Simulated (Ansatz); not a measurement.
**Pt12CO in Ansatz: the effect of dispersion**

Slab: Pt12CO, a slab with vacuum.

```
Pt C O
1.0
     5.53778    0.00000    0.00000
    -2.76889    4.79586    0.00000
     0.00000    0.00000   23.67158
Pt C O
12 1 1
Direct
  0.33333 0.16667 0.33796
  0.33333 0.66667 0.33796
  0.83333 0.16667 0.33796
  0.83333 0.66667 0.33796
  0.66667 0.33333 0.43346
  0.66667 0.83333 0.43346
  0.16667 0.33333 0.43346
  0.16667 0.83333 0.43346
  0.00000 0.50000 0.52897
  0.00000 0.00000 0.52897
  0.50000 0.50000 0.52897
  0.50000 0.00000 0.52897
  0.16667 0.33333 0.66035
  0.16667 0.33333 0.61177
```

The cell isn't the ideal one: CO (inverted) over a hollow site of the (1 1 1) slab of Pt, cut from the database cell, not relaxed.

Alike in all runs:

- Program: Ansatz 0.2.0
- Task: relaxation of the atoms
- Functional: PBE
- Potentials or basis: Ansatz PAW
- Cutoff: 420 eV (not typed: the program's choice for these potentials)
- k mesh: 6 × 6 × 1
- Occupations: fermi-dirac, width 0.05 eV
- Spin: no spin polarisation

Each run relaxes the cell or the atoms first.

```tsv
dispersion	work function (eV)
none	?
D3(BJ)	5.97
D3(BJ)-ATM	5.98
D4	5.97
```

Question: What does the run with dispersion none give?

Answer: Work function 6.08 eV.
